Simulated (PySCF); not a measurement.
# Mn²²⁺: dipole response in even-tempered 19s8p6d5f4g

How polarisable is Mn²²⁺ at the levels listed below?

The numbers are computed with PySCF 2.14.0 (unrestricted determinants in a Gaussian basis, no spin-orbit coupling in the energies), except any that are marked as measured or tabulated.

## Step 1: What is computed

- Element: manganese (Z = 25)
- Basis: an uncontracted even-tempered set (19 s from 5.1 bohr⁻², ratio 2.2; 8 p from 7.9 bohr⁻², ratio 2.4; 6 d from 24 bohr⁻², ratio 2.4; 5 f from 36 bohr⁻², ratio 2.4; 4 g from 53 bohr⁻², ratio 2.4)
- Hamiltonian: scalar relativity by spin-free X2C-1e
- State 1: Mn²²⁺: [He] 2s1, 2S determinant
- Methods: UHF, PBE0

The outer shells:

Mn22+ [He] 2s1
```
[He] core
2s [↑ ]
```

The runs were made by one driver on top of PySCF. The scripts below sum up each run's settings (the driver also hands on starting orbitals that pick excited configurations, and frozen orbitals as a list rather than a count), and the logs come from the driver's own runs. The driver starts from symmetry-adapted Hartree-Fock orbitals, holds the occupation by maximum overlap and uses a logarithmic radial grid for functionals, so a plain start would take other cycles.

The integrals over 144 functions and the set-up took 2.5 s of CPU time.

## Step 2: Mn²²⁺, method by method

**UHF**

input.py

```python
from pyscf import gto, scf, dft, mp, cc
mol = gto.M(atom="Mn 0 0 0", charge=22, spin=1, symmetry="D2h",
            basis=gto.etbs([(0, 19, 5.1, 2.2), (1, 8, 7.9, 2.4), (2, 6, 24, 2.4), (3, 5, 36, 2.4), (4, 4, 53, 2.4)]),
            nucmod="G")
mf = scf.UHF(mol).sfx2c1e()
mf.irrep_nelec = {'Ag': (2, 1)}
mf.kernel()
```

What it wrote:

```text
damping factor = 0
level_shift factor = 0
DIIS = <class 'pyscf.scf.diis.CDIIS'>
diis_start_cycle = 1
diis_space = 10
diis_damp = 0
SCF conv_tol = 1e-09
SCF conv_tol_grad = None
number electrons alpha = 2  beta = 1
cycle= 1 E= -683.581515847922  delta_E=    0  |g|= 1.74e-08  |ddm|= 1.93e-08
converged SCF energy = -683.581515847922  <S^2> = 0.75000122  2S+1 = 2.0000012
```

It used 25 s of CPU time after the integrals (shared host).

Orbital energies by shell (radii are means over both spins):

| shell | electrons | mean orbital energy (eV) | spread (eV) | rms radius (bohr) |
| --- | --- | --- | --- | --- |
| 1s α | 1 | -8023.7 | 0 | 0.0695 |
| 1s β | 1 | -8009.2 | 0 | 0.0695 |
| 2s α | 1 | -1880.4 | 0 | 0.270 |

⟨S²⟩ = 0.750, ⟨L²⟩ = 0.00.

The driver then solved the coupled dipole response at imaginary frequencies: mean α = 0.01628 bohr³, C₆ = 0.0004271 au for a like pair.

**PBE0**

input.py differs from the last one in:

```diff
@@ -4,3 +4,3 @@
             nucmod="G")
-mf = scf.UHF(mol).sfx2c1e()
+mf = dft.UKS(mol, xc="PBE0").sfx2c1e()
 mf.irrep_nelec = {'Ag': (2, 1)}
```

What it wrote:

```text
damping factor = 0
level_shift factor = 0
DIIS = <class 'pyscf.scf.diis.CDIIS'>
diis_start_cycle = 1
diis_space = 10
diis_damp = 0
SCF conv_tol = 1e-09
SCF conv_tol_grad = None
number electrons alpha = 2  beta = 1
XC functionals = PBE0
    C. Adamo and V. Barone.,  J. Chem. Phys. 110, 6158 (1999)
    M. Ernzerhof and G. E. Scuseria.,  J. Chem. Phys. 110, 5029 (1999)
cycle= 1 E= -683.482570550847  delta_E= -0.00135  |g|= 0.00551  |ddm|= 0.0121
cycle= 2 E= -683.482570604831  delta_E= -5.4e-08  |g|= 5.91e-05  |ddm|= 7.42e-05
cycle= 3 E= -683.48257060484  delta_E= -8.98e-12  |g|= 7.18e-07  |ddm|= 9.82e-07
converged SCF energy = -683.48257060484  <S^2> = 0.75000015  2S+1 = 2.0000002
```

It used 25 s of CPU time after the integrals (shared host).

The driver then solved the coupled dipole response at imaginary frequencies: mean α = 0.01532 bohr³, C₆ = 0.0003937 au for a like pair.

Radial density 4πr²ρ of Mn²²⁺ at UHF:

| r (bohr) | density | spin density |
| --- | --- | --- |
| 0.00133 | 0.288 | 0.016 |
| 0.00224 | 0.735 | 0.041 |
| 0.00376 | 1.82 | 0.102 |
| 0.00633 | 4.30 | 0.240 |
| 0.0106 | 9.38 | 0.516 |
| 0.0179 | 17.8 | 0.937 |
| 0.0301 | 26.4 | 1.222 |
| 0.0507 | 25.8 | 0.705 |
| 0.0852 | 12.7 | 0.007 |
| 0.143 | 4.52 | 2.472 |
| 0.241 | 4.42 | 4.367 |
| 0.405 | 1.01 | 1.010 |
| 0.682 | 0.0140 | 0.014 |

## Step 3: The response side by side

Mn²²⁺, in atomic units:

| method | mean α | C₆ (like pair) | S(−4) |
| --- | --- | --- | --- |
| UHF | 0.01628 | 0.0004271 | 0.003801 |
| PBE0 | 0.01532 | 0.0003937 | 0.003324 |

α(iu) at PBE0:

| u (hartree) | α(iu) (bohr³) |
| --- | --- |
| 0 | 0.01532 |
| 0.200 | 0.01519 |
| 0.400 | 0.01481 |
| 0.800 | 0.01346 |
| 1.20 | 0.01170 |
| 1.60 | 0.009897 |
| 2.00 | 0.008281 |
| 3.00 | 0.005345 |
| 4.00 | 0.003639 |
| 6.00 | 0.002012 |
| 10.0 | 0.0009828 |

## Step 4: Results

| quantity | value |
| --- | --- |
| α of Mn²²⁺ | 0.01532 (PBE0) to 0.01628 (UHF) bohr³ |

What this shows: A single London oscillator with the computed α and C₆ of Mn²²⁺ at UHF would have ω = 4 C₆ / (3 α²) = 2.15 hartree. All values hold for this basis alone; no basis-set limit was taken.
